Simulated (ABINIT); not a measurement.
# Ta4O (P4/mmm) in ABINIT: single point with PBEsol

Aim: the single point of Ta4O with PBEsol.

All numbers are computed with ABINIT 10.8.3 (patched build); they aren't measurements. Logs are shortened: lines on timing, memory, paths and dates and some standing lists are left out, and cuts for length are marked. The log counts tension as positive stress, the text compression.

### Step 1. The undisturbed crystal

Symmetry: P4/mmm, No. 123, tetragonal system. Conventional cell: a = 3.257 Å, b = 3.257 Å, c = 7.409 Å, α = 90.00°, β = 90.00°, γ = 90.00°. Around Ta (site symmetry 4/mmm) lie 8 Ta at 2.81 Å. Ta (site symmetry 4mm) has 1 O at 2.10 Å as nearest neighbours. Ta (site symmetry 4/mmm) has 4 O at 2.30 Å as nearest neighbours. Around O (site symmetry 4/mmm) lie 6 Ta at 2.10 to 2.30 Å.

The cell comes from a database or a generator and needn't be the stable form of this composition.

### Step 2. Single point, PBEsol (atoms moved at random, drawn with an rms of 0.05 Å)

The input, run.abi:

```
# Pseudopotentials
pp_dirpath "./"
pseudos "Ta.upf, O.upf"

# Structure
acell 6.1557771818 6.1557771818 14.001625254
rprim
     1.0000000000     0.0000000000     0.0000000000
     0.0000000000     1.0000000000     0.0000000000
     0.0000000000     0.0000000000     1.0000000000
ntypat 2
znucl 73 8
natom 5
typat 1 1 1 1 2
xred
     0.0011990000    -0.0079930000     0.0004800000
     0.4953690000     0.4976700000     0.2188360000
     0.4933960000     0.5070170000     0.7863140000
    -0.0033190000     0.0127770000     0.4914310000
     0.4928610000     0.4917880000     0.4957540000
chkprim 0
chksymtnons 0
tolsym 1.0e-6

# Plane-wave basis
ecut 1142.878222 eV

# k points
kptopt 1
ngkpt 8 8 4
nshiftk 1
shiftk 0.0 0.0 0.0

# Exchange and correlation
ixc -116133

# Bands and occupations
nband 35
occopt 3
tsmear 0.05 eV

# SCF cycle
nstep 100
tolvrs 1.0e-10

# Output
iomode 3
prtwf 0
prteig 0
prtebands 0
prtden 1
prtvha 1
prtvclmb 1
prtpot 1
prtelf 1
```

Potentials or basis: PseudoDojo NC SR PBEsol v0.4.1 standard.

On the command line:

```sh
> mpirun --bind-to none -np 4 abinit run.abi > log 2>&1
```

run.abo:

```text
.Version 10.8.3 of ABINIT
 Symmetries : space group P1 (#  1); Bravais aP (primitive triclinic)
================================================================================
 Values of the parameters that define the memory need of the present run
     intxc =       0    ionmov =       0      iscf =       7    lmnmax =       8
     lnmax =       8     mgfft =      90  mpssoang =       4    mqgrid =    4085
     natom =       5  nloc_mem =       1    nspden =       1   nspinor =       1
    nsppol =       1      nsym =       1    n1xccc =    2501    ntypat =       2
    occopt =       3   xclevel =       2
       mpw =        6944          nfft =      116640          nkpt =         132
================================================================================
================================================================================

--------------------------------------------------------------------------------
------------- Echo of variables that govern the present computation ------------
--------------------------------------------------------------------------------
 -outvars: echo values of preprocessed input variables --------
            acell      6.1557771818E+00  6.1557771818E+00  1.4001625254E+01 Bohr
              amu      1.80947900E+02  1.59994000E+01
          chkprim           0
      chksymtnons           0
             ecut      4.20000000E+01 Hartree
                       outvar_i_n : Printing only first  50 k-points.
              ixc     -116133
                       outvar_i_n : Printing only first  50 k-points.
         kptrlatt        8    0    0      0    8    0      0    0    4
          kptrlen      4.92462175E+01
            natom           5
            nband          35
            ngfft          36      36      90
             nkpt         132
            nstep         100
             nsym           1
           ntypat           2
                       prtocc : prtvol=0, do not print more k-points.
           occopt           3
        prtebands           0
           prteig           0
           prtelf           1
           prtpot           1
         prtvclmb           1
           prtvha           1
            prtwf           0
          spgroup           1
           tolsym      1.00000000E-06
           tolvrs      1.00000000E-10
           tsmear      1.83746611E-03 Hartree
            typat      1  1  1  1  2
                       outvars : Printing only first  50 k-points.
           xangst      3.9057389004E-03 -2.6037173503E-02  3.5564836776E-03
                       1.6136630303E+00  1.6211585309E+00  1.6214305460E+00
                       1.6072359887E+00  1.6516063553E+00  5.8260685551E+00
                      -1.0811632536E-02  4.1621039141E-02  3.6411798545E+00
                       1.6054932278E+00  1.6019979336E+00  3.6732104356E+00
            xcart      7.3807768410E-03 -4.9203127014E-02  6.7207801219E-03
                       3.0493811868E+00  3.0635456301E+00  3.0640596641E+00
                       3.0372358384E+00  3.1210836794E+00  1.1009673960E+01
                      -2.0431024466E-02  7.8652365052E-02  6.8808327002E+00
                       3.0339424976E+00  3.0273373487E+00  6.9413617262E+00
             xred      1.1990000000E-03 -7.9930000000E-03  4.8000000000E-04
                       4.9536900000E-01  4.9767000000E-01  2.1883600000E-01
                       4.9339600000E-01  5.0701700000E-01  7.8631400000E-01
                      -3.3190000000E-03  1.2777000000E-02  4.9143100000E-01
                       4.9286100000E-01  4.9178800000E-01  4.9575400000E-01
            znucl       73.00000    8.00000

================================================================================

 chkinp: Checking input parameters for consistency.

================================================================================
== DATASET  1 ==================================================================

--- !DatasetInfo
iteration_state: {dtset: 1, }
dimensions: {natom: 5, nkpt: 132, mband: 35, nsppol: 1, nspinor: 1, nspden: 1, mpw: 6944, }
cutoff_energies: {ecut:  42.0, pawecutdg:  -1.0, }
electrons: {nelect:   5.80000000E+01, charge:   0.00000000E+00, occopt:   3.00000000E+00, tsmear:   1.83746611E-03, }
meta: {optdriver: 0, ionmov: 0, optcell: 0, iscf: 7, paral_kgb: 0, }
...

 Real(R)+Recip(G) space primitive vectors, cartesian coordinates (Bohr,Bohr^-1):
 R(1)=  6.1557772  0.0000000  0.0000000  G(1)=  0.1624490  0.0000000  0.0000000
 R(2)=  0.0000000  6.1557772  0.0000000  G(2)=  0.0000000  0.1624490  0.0000000
 R(3)=  0.0000000  0.0000000 14.0016253  G(3)=  0.0000000  0.0000000  0.0714203
 Unit cell volume ucvol=  5.3057188E+02 bohr^3
[... 86 lines left out ...]
- [ -3.3190E-03,   1.2777E-02,   4.9143E-01, Ta]
- [  4.9286E-01,   4.9179E-01,   4.9575E-01,  O]
cartesian_forces: # hartree/bohr
- [ -5.62146160E-03,   8.49835923E-03,   1.95159474E-03, ]
- [  3.12844815E-03,  -9.61144783E-04,  -1.21656814E-02, ]
- [  3.79737432E-03,  -5.70648282E-03,  -1.46809107E-02, ]
- [ -1.53218914E-03,  -5.26721853E-03,   7.53313190E-03, ]
- [  2.27828264E-04,   3.43648690E-03,   1.73618655E-02, ]
force_length_stats: {min:   9.31875908E-03, max:   1.77001616E-02, mean:   1.32387904E-02, }
...

 Integrated electronic density in atomic spheres:
 ------------------------------------------------
 Atom  Sphere_radius  Integrated_density
    1        2.00000          9.30622885
    2        2.00000          9.26117643
    3        2.00000          9.23483174
    4        2.00000          9.21889132
    5        2.00000          6.34561273
================================================================================

 ----iterations are completed or convergence reached----

 Mean square residual over all n,k,spin=   11.574E-07; max=  30.232E-05
 reduced coordinates (array xred) for    5 atoms
       0.001199000000     -0.007993000000      0.000480000000
       0.495369000000      0.497670000000      0.218836000000
       0.493396000000      0.507017000000      0.786314000000
      -0.003319000000      0.012777000000      0.491431000000
       0.492861000000      0.491788000000      0.495754000000
 rms dE/dt=  9.9982E-02; max dE/dt=  2.0555E-01; dE/dt below (all hartree)
    1       0.034578225096     -0.052339353105     -0.027334972653
    2      -0.019284269667      0.005891245855      0.170329838051
    3      -0.023402030101      0.035102489483      0.205547135618
    4       0.009405575003      0.032398476347     -0.105485564234
    5      -0.001428699952     -0.021179594907     -0.243103808839

 cartesian coordinates (angstrom) at end:
    1      0.00390573890036    -0.02603717350338     0.00355648367760
    2      1.61366303030087     1.62115853089280     1.62143054598054
    3      1.60723598872422     1.65160635533120     5.82606855513783
    4     -0.01081163253568     0.04162103914083     3.64117985451097
    5      1.60549322783040     1.60199793355177     3.67321043563233

 cartesian forces (hartree/bohr) at end:
    1     -0.00562146159590     0.00849835923147     0.00195159474320
    2      0.00312844815108    -0.00096114478253    -0.01216568143859
    3      0.00379737431799    -0.00570648282279    -0.01468091070148
    4     -0.00153218913696    -0.00526721852573     0.00753313189786
    5      0.00022782826380     0.00343648689958     0.01736186549901
 frms,max,avg= 7.8697505E-03 1.7361865E-02   4.263E-06  4.118E-06  6.767E-07 h/b

 cartesian forces (eV/Angstrom) at end:
    1     -0.28906717769617     0.43700320213490     0.10035503663914
    2      0.16087127202992    -0.04942405189526    -0.62558449225501
    3      0.19526883854492    -0.29343914496480    -0.75492278121719
    4     -0.07878833324060    -0.27085126662622     0.38736921702258
    5      0.01171540036193     0.17671126135138     0.89278301981048
 frms,max,avg= 4.0467884E-01 8.9278302E-01   2.192E-04  2.117E-04  3.480E-05 e/A
 length scales=  6.155777181800  6.155777181800 14.001625254000 bohr
              =  3.257496997795  3.257496997795  7.409340994994 angstroms
 Fermi (or HOMO) energy (hartree) =   0.50178   Average Vxc (hartree)=  -0.48526
 Eigenvalues (hartree) for nkpt= 132  k points:
 kpt#   1, nband= 35, wtk=  0.00391, kpt=  0.0000  0.0000  0.0000 (reduced coord)
  -2.03460   -1.99019   -1.98622   -1.96048   -0.80475   -0.80471   -0.79157   -0.76849
  -0.76413   -0.75699   -0.75691   -0.75064   -0.75058   -0.73071   -0.72070   -0.72061
  -0.30847    0.19761    0.22925    0.24483    0.24552    0.34141    0.34684    0.35109
   0.40468    0.44585    0.48486    0.48557    0.49170    0.51961    0.53900    0.53947
   0.54664    0.55671    0.56426
      occupation numbers for kpt#   1
   2.00000    2.00000    2.00000    2.00000    2.00000    2.00000    2.00000    2.00000
   2.00000    2.00000    2.00000    2.00000    2.00000    2.00000    2.00000    2.00000
   2.00000    2.00000    2.00000    2.00000    2.00000    2.00000    2.00000    2.00000
   2.00000    2.00000    1.99980    1.99970    1.99173    0.00012    0.00000    0.00000
   0.00000    0.00000    0.00000
 prteigrs : prtvol=0 or 1, do not print more k-points.

--- !EnergyTerms
iteration_state     : {dtset: 1, }
comment             : Components of total free energy in Hartree
kinetic             :  7.95894166002466E+01
hartree             :  3.36545549609285E+01
xc                  : -6.29221185263258E+01
Ewald energy        : -2.09682327929069E+02
psp_core            :  1.01729832711746E+01
local_psp           : -1.43241734376561E+02
non_local_psp       :  1.55876253877850E+01
internal            : -2.76841600611821E+02
'-kT*entropy'       : -6.56801190470517E-04
total_energy        : -2.76842257413012E+02
total_energy_eV     : -7.53326159567476E+03
band_energy         : -2.61449984463873E+01
...

 Cartesian components of stress tensor (hartree/bohr^3)
  sigma(1 1)=  2.49824593E-04  sigma(3 2)= -9.61022387E-06
  sigma(2 2)=  2.56616159E-04  sigma(3 1)=  3.22406129E-06
  sigma(3 3)=  2.73390349E-04  sigma(2 1)= -1.80225372E-06

-Cartesian components of stress tensor (GPa)         [Pressure= -7.6478E+00 GPa]
- sigma(1 1)=  7.35009328E+00  sigma(3 2)= -2.82742548E-01
- sigma(2 2)=  7.54990805E+00  sigma(3 1)=  9.48551579E-02
- sigma(3 3)=  8.04342176E+00  sigma(2 1)= -5.30241351E-02

== END DATASET(S) ==============================================================
================================================================================

 -outvars: echo values of variables after computation  --------
            acell      6.1557771818E+00  6.1557771818E+00  1.4001625254E+01 Bohr
           etotal     -2.7684225741E+02
            fcart     -5.6214615959E-03  8.4983592315E-03  1.9515947432E-03
                       3.1284481511E-03 -9.6114478253E-04 -1.2165681439E-02
                       3.7973743180E-03 -5.7064828228E-03 -1.4680910701E-02
                      -1.5321891370E-03 -5.2672185257E-03  7.5331318979E-03
                       2.2782826380E-04  3.4364868996E-03  1.7361865499E-02
           strten      2.4982459259E-04  2.5661615878E-04  2.7339034876E-04
                      -9.6102238652E-06  3.2240612852E-06 -1.8022537195E-06
           xangst      3.9057389004E-03 -2.6037173503E-02  3.5564836776E-03
                       1.6136630303E+00  1.6211585309E+00  1.6214305460E+00
                       1.6072359887E+00  1.6516063553E+00  5.8260685551E+00
                      -1.0811632536E-02  4.1621039141E-02  3.6411798545E+00
                       1.6054932278E+00  1.6019979336E+00  3.6732104356E+00
             xred      1.1990000000E-03 -7.9930000000E-03  4.8000000000E-04
                       4.9536900000E-01  4.9767000000E-01  2.1883600000E-01
                       4.9339600000E-01  5.0701700000E-01  7.8631400000E-01
                      -3.3190000000E-03  1.2777000000E-02  4.9143100000E-01
                       4.9286100000E-01  4.9178800000E-01  4.9575400000E-01
 Calculation completed.
```

Wall time 6.5 min (4 MPI ranks of Intel Xeon 6975P-C (Granite Rapids), shared host); peak memory 0.8 GiB.

Results:

| Item | Value |
| --- | --- |
| Free energy | -7533.2616 eV |
| Pressure | -7.6 GPa |
| Largest force | 0.910 eV/Å |
| Band gap on the k mesh | none (metal or under the smearing width) |
| Valence electrons inside the program's atomic spheres | Ta 9.31, 9.26, 9.23, 9.22; O 6.35 |

Forces on the atoms (eV/Å):
```
Ta  -0.289  0.437  0.100
Ta   0.161 -0.049 -0.626
Ta   0.195 -0.293 -0.755
Ta  -0.079 -0.271  0.387
O    0.012  0.177  0.893
```

Levels at points of the mesh, in eV from the Fermi level:
```tsv
k point	band 25	band 26	band 27	band 28	band 29	band 30	band 31	band 32	band 33	band 34
(0.00, 0.00, 0.00)	-2.64	-1.52	-0.46	-0.44	-0.27	0.49	1.01	1.03	1.22	1.49
(0.50, 0.00, 0.00)	-1.48	-1.07	-0.95	-0.66	0.25	0.82	0.88	1.35	1.75	1.99
(0.00, 0.50, 0.00)	-1.48	-1.10	-0.94	-0.67	0.25	0.84	0.94	1.36	1.75	1.97
(0.50, 0.50, 0.00)	-2.01	-1.48	-1.48	-0.66	-0.65	1.54	2.27	2.76	2.81	3.16
(0.00, 0.00, 0.50)	-3.46	-0.59	-0.54	-0.50	0.08	0.66	0.68	0.78	1.08	1.83
(0.50, 0.00, 0.50)	-1.69	-1.17	-1.02	-0.63	-0.43	0.95	1.32	1.59	1.80	2.27
(0.00, 0.50, 0.50)	-1.69	-1.18	-1.02	-0.63	-0.42	1.01	1.32	1.49	1.90	2.34
(0.50, 0.50, 0.50)	-2.71	-1.68	-1.67	0.04	0.04	1.44	1.84	2.03	2.92	3.16
```
